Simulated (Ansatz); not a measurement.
# SiF2: the cost of one run

Method: reference: DFT r2SCAN, plane waves, PAW, scalar-relativistic, no spin polarisation, in Ansatz 0.2.0.

## (1) The starting structure

Symmetry: P-3m1, No. 164, trigonal system. The conventional cell has a = 3.255 Å, b = 3.255 Å, c = 5.103 Å, α = 90.00°, β = 90.00°, γ = 120.00°. Si (site symmetry -3m) has 6 F at 2.32 Å as nearest neighbours. F (site symmetry 3m) has 3 Si at 2.32 Å as nearest neighbours.

As a file:

```xyz
3
Lattice="3.2553 0.0000 0.0000 -1.6276 2.8191 0.0000 0.0000 0.0000 5.1035" Properties=species:S:1:pos:R:3 pbc="T T T"
Si    0.0000    0.0000    0.0000
F     0.0000    1.8794    1.3524
F     1.6276    0.9397    3.7511
```

## (2) Reference

The input, input.yaml:

```yaml
crystal:
  lattice:
    - [3.255272, 0.0, 0.0]
    - [-1.627636, 2.819149, 0.0]
    - [0.0, 0.0, 5.103475]
  atoms:
    - { symbol: Si, position: [0.0, 0.0, 0.0] }
    - { symbol: F, position: [0.33333, 0.66667, 0.265] }
    - { symbol: F, position: [0.66667, 0.33333, 0.735] }
  symmetry: { tolerance: 0.0003 }
kpoints:
  mp_grid: { grid: [6, 6, 4], shift: [0, 0, 0] }
magnetization:
  spin_polarized: false
scf:
  occupations: { method: cold, width: 0.1383 }
hamiltonian:
  pseudopotentials: { kind: paw }
  xc: r2scan
basis:
  ecutwfc: 500
output:
  forces: true
  stress: true
  eigenvalues: true
```

Launch:

```bash
ansatz run input.yaml --threads 1 --pin off --max-ram 2560MiB --backend cpu --events-out ev --progress --plain --runs-dir out
```

**Question.** How long does this run take on 1 thread of Arm Neoverse V1, shared host, and how much memory does it need?

About 3.2 s, with a peak of 0.37 GiB.
